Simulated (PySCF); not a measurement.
**MnSH₂: one geometry, several methods**

How much do the numbers for MnSH₂ (broken-symmetry (Ms = 3/2)) hang on the method? All levels run at one geometry, the PBE0 minimum.

Computed with PySCF 2.14.0. Level: several methods, basis Mn def2-TZVP, S def2-TZVP, H def2-TZVP, no relativity, density fitting.

## 1. The system as given

4 atoms, charge 0, spin multiplicity 4.

Bond lengths: Mn1–S2 2.025 Å, Mn1–H3 1.634 Å, Mn1–H4 1.634 Å. Angles: S2–Mn1–H3 103.4°, S2–Mn1–H4 103.4°, H3–Mn1–H4 153.1°.

```xyz
4
charge 0 multiplicity 4
Mn    0.3598    0.6232    0.0000
S    -0.6529   -1.1308    0.0000
H     1.9257    0.1573    0.0000
H    -0.8266    1.7464    0.0000
```

## 2. PBE0

The steps are one call of a driver around PySCF; scf.py gives each level's set-up. Each SCF starts from the density of the minimum. The driver also runs the species with one electron less or more at the same geometry (one less: multiplicity 3, one more: multiplicity 5); their logs are not shown.

The input, scf.py:

```python
from pyscf import gto, scf, dft
mol = gto.M(atom='''
Mn     0.359792     0.623166    -0.000000
S     -0.652883    -1.130802     0.000000
H      1.925678     0.157324    -0.000000
H     -0.826562     1.746363    -0.000000''',
    basis={'Mn': 'def2-TZVP', 'S': 'def2-TZVP', 'H': 'def2-TZVP'},
    charge=0, spin=3)
mf = dft.UKS(mol, xc='PBE0')
mf.grids.atom_grid = (99, 590)
aux = {'Mn': 'def2-universal-JKFIT', 'S': 'def2-universal-JKFIT', 'H': 'def2-universal-JKFIT'}
mf = mf.density_fit(auxbasis=aux)
mf.kernel()
```

## 3. HF

scf.py: that of step 2 with these lines changed.

```diff
@@ -9,2 +9 @@
-mf = dft.UKS(mol, xc='PBE0')
-mf.grids.atom_grid = (99, 590)
+mf = scf.UHF(mol)
```

## 4. PBE

scf.py: that of step 3 with these lines changed.

```diff
@@ -9 +9,2 @@
-mf = scf.UHF(mol)
+mf = dft.UKS(mol, xc='PBE')
+mf.grids.atom_grid = (99, 590)
```

## 5. r2SCAN

scf.py: that of step 4 with these lines changed.

```diff
@@ -9 +9 @@
-mf = dft.UKS(mol, xc='PBE')
+mf = dft.UKS(mol, xc='R2SCAN')
```

(Steps that only read results are left out.)

Before running it: what results should come out? Wanted: atomisation energy, range; vertical ionisation energy, range; vertical electron affinity, range; orbital gap, range.

As calculated:

```
                         quantity                         value
        atomisation energy, range  221 (HF) to 804 (PBE) kJ/mol
vertical ionisation energy, range   8.38 (HF) to 9.26 (PBE0) eV
vertical electron affinity, range    1.62 (PBE) to 2.11 (HF) eV
               orbital gap, range    1.19 (PBE) to 8.47 (HF) eV
```

In words: The atomisation energy spreads over 584 kJ/mol, from HF to PBE; without a CCSD(T) value for it there is no yardstick here. Spin contamination is strong in at least one of the open-shell species at PBE0, HF, PBE, r2SCAN. Without diffuse functions electron affinities tend to come out too low. The determinant is spin-contaminated (⟨S²⟩ = 4.45, pure value 3.75). Other spin states or occupations of the open shell can lie lower.
